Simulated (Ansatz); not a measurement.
**Pb: an axial (c/a) deformation path**

One table from this session's results is given with a row withheld; the runs are named, their logs left out.

Method: DFT PBEsol, scalar-relativistic, plane waves, PAW, in Ansatz 0.2.0.

## The structure to begin with

The structure is hexagonal, space group P6_3/mmc (No. 194). Conventional cell: a = 3.480 Å, b = 3.480 Å, c = 5.590 Å, α = 90.00°, β = 90.00°, γ = 120.00°. Around Pb (site symmetry -6m2) lie 12 Pb at 3.44 to 3.48 Å.

As a file:

```xyz
2
Lattice="3.4800 0.0000 0.0000 -1.7400 3.0138 0.0000 0.0000 0.0000 5.5900" Properties=species:S:1:pos:R:3 pbc="T T T"
Pb    0.0000    2.0092    1.3975
Pb    1.7400    1.0046    4.1925
```

No relaxation comes first: the listed cell is the starting point.

The first run:

At fixed volume and fractional coordinates, lengths along (0.000, 0.000, 1.000) are scaled against those across it; ρ is that ratio over its starting value.

Input file input.yaml:

```yaml
crystal:
  lattice:
    - [3.6737225571, 0.0, 0.0]
    - [-1.8368612785, 3.1815370609, 0.0]
    - [0.0, 0.0, 5.0160026627]
  atoms:
    - { symbol: Pb, position: [0.3333333333, 0.6666666667, 0.25] }
    - { symbol: Pb, position: [0.6666666667, 0.3333333333, 0.75] }
basis:
  ecutwfc: 420
kpoints:
  mp_grid: { grid: [18, 18, 10] }
hamiltonian:
  xc: pbesol
scf:
  occupations: { method: gaussian, width: 0.15 }
output:
  forces: true
  stress: true
  eigenvalues: true
  write_density: true
  write_potential: true
  elf: true
  volumetric_format: npy
```

Started as:

```
ansatz run input.yaml --threads 1 --pin off --max-ram 2560MiB --backend cpu --events-out ev --progress --plain --runs-dir out
```

Steps of the session up to this table: Point ρ = 0.850; At ρ = 1.200; ρ = 0.920; Point ρ = 1.100; Point ρ = 0.960; At ρ = 1.050; At ρ = 0.800; At ρ = 1.300.

One table of the session follows, with a row left open; its other results are not shown here.

It belongs to the step «The scan collected». 

| ρ | ΔE (meV/atom) | pressure (GPa) |
| --- | --- | --- |
| 0.800 | 115.3 | 3.0 |
| 0.850 | 78.7 | 2.3 |
| 0.920 | 31.0 | 1.4 |
| 0.960 | 13.0 | 1.1 |
| 1.000 | 0.0 | 1.0 |
| 1.050 | ? | ? |
| 1.100 | 10.1 | 1.2 |
| 1.200 | 68.2 | 2.5 |
| 1.300 | 171.5 | 4.6 |

Q: Estimate the row for ρ = 1.050 from the others.

Worked estimate for «ΔE (meV/atom)». A straight line through the neighbours (1.000, 0.0) and (1.100, 10.1) gives 0.0 + (10.1 − 0.0) × (1.050 − 1.000) / (1.100 − 1.000) = 5.0; a parabola fitted to 4 rows on both sides gives -1.0.

As computed: ΔE (meV/atom): -3.4; pressure (GPa): 0.9. In «ΔE (meV/atom)» the line misses by +8.4 and the parabola by +2.4.
